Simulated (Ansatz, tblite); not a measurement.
# The cluster Ta2O5+: a ladder of methods and basis sets

The task here is to estimate one member of a computed series from the others.

Computed with Ansatz 0.2.0, Gaussian basis. Level: as each input shows.

Plan: GFN1-xTB, GFN2-xTB, PBE-D4/def2-TZVP, r2SCAN-D4/def2-TZVP, ωB97X-V/def2-TZVP, r2SCANh-D4/def2-TZVP, BLYP-D4/def2-TZVP, PBE-D4/def2-SVP, PBE0-D4/def2-SVP, CCSD(T)/def2-SVP, MP2/def2-TZVP.

3 further runs of the same task are left out: 3 set aside as unsound or not needed.

## The relaxed structure

The geometry is that of the doublet, from an earlier relaxation (PBE-D4/def2-SVP). At that level it is the lowest of the isomers that a small search found.

7 atoms, charge 1, spin multiplicity 2.

Bond lengths: Ta1–O3 2.021 Å, Ta1–O4 1.781 Å, Ta1–O5 1.814 Å, Ta1–O6 2.021 Å, Ta2–O3 1.878 Å, Ta2–O6 1.878 Å, Ta2–O7 1.716 Å. Angles: O3–Ta1–O4 115.4°, O3–Ta1–O5 119.5°, O3–Ta1–O6 77.4°, O4–Ta1–O5 107.6°, O4–Ta1–O6 115.5°, O5–Ta1–O6 119.3°, O3–Ta2–O6 84.5°, O3–Ta2–O7 103.1°, O6–Ta2–O7 103.1°, Ta1–O3–Ta2 98.9°, Ta1–O6–Ta2 98.9°.

Ta takes a core potential in the def2 sets. No spin-orbit coupling is included. The ion is computed in the gas phase, without counter-ions or solvent.

PBE0-D4/def2-TZVP was run before; its log isn't repeated, and its numbers join the tables.

Set-up of the first run:

Tight binding, by tblite at 300 K electronic temperature and without a spin-polarisation term:

```python
tblite.interface.Calculator('GFN1-xTB', numbers, positions, charge=1, uhf=1).singlepoint()
```

Tight binding, by tblite at 300 K electronic temperature and without a spin-polarisation term:

```python
tblite.interface.Calculator('GFN2-xTB', numbers, positions, charge=1, uhf=1).singlepoint()
```

start.molden holds the orbitals of an earlier run on this state, given as this run's starting guess.

in.yaml reads:

```yaml
crystal:
  periodic: [false, false, false]
  atoms:
    - {symbol: Ta, position_ang: [0.752922, -0.296356, -0.715458]}
    - {symbol: Ta, position_ang: [-0.951548, 0.995235, 1.336783]}
    - {symbol: O, position_ang: [-0.720981, 1.072704, -0.525770]}
    - {symbol: O, position_ang: [2.303008, 0.330773, -1.327864]}
    - {symbol: O, position_ang: [0.415010, -1.859246, -1.572964]}
    - {symbol: O, position_ang: [0.502112, -0.193097, 1.286759]}
    - {symbol: O, position_ang: [-2.300513, -0.050013, 1.518523]}
basis:
  gaussian: {orbitals: def2-TZVP, initial_orbitals: start.molden}
total_charge: 1
magnetization: {spin_polarized: true, initial_magnetization: 1}
hamiltonian: {xc: pbe, dispersion: d4}
scf: {omitted_lower_state_checks: [starts]}
output: {forces: true, orbitals: {seedname: orbitals}}
```

The run is started by

```console
> ansatz run in.yaml --threads 4 --pin off --events-out ev --progress --plain --max-ram 4787MiB
```

Among the steps run: PBE-D4/def2-TZVP; r2SCAN-D4/def2-TZVP; ωB97X-V/def2-TZVP; r2SCANh-D4/def2-TZVP; BLYP-D4/def2-TZVP; PBE-D4/def2-SVP; PBE0-D4/def2-SVP; CCSD(T)/def2-SVP; MP2/def2-TZVP.

One table of the session follows, with a row left open; its other results are not shown here.

It belongs to the step «Levels side by side». 

```
               level  HOMO (eV)  LUMO (eV)  gap (eV)
     PBE-D4/def2-SVP     -12.86     -11.93      0.93
    PBE-D4/def2-TZVP     -12.83     -11.84      0.99
   BLYP-D4/def2-TZVP     -12.74     -11.74      1.00
 r2SCAN-D4/def2-TZVP          ?          ?         ?
r2SCANh-D4/def2-TZVP     -13.62     -10.91      2.71
    PBE0-D4/def2-SVP     -14.28     -10.61      3.67
   PBE0-D4/def2-TZVP     -14.14     -10.48      3.66
   ωB97X-V/def2-TZVP     -16.34      -8.44      7.89
```

Q: Estimate the row for r2SCAN-D4/def2-TZVP from the others.

As computed: HOMO (eV): -13.17; LUMO (eV): -11.43; gap (eV): 1.75. In the column «HOMO (eV)» it lies between r2SCANh-D4/def2-TZVP (-13.62) and PBE-D4/def2-SVP (-12.86).

To keep in mind: Notes on CCSD(T)/def2-SVP: spin contamination.
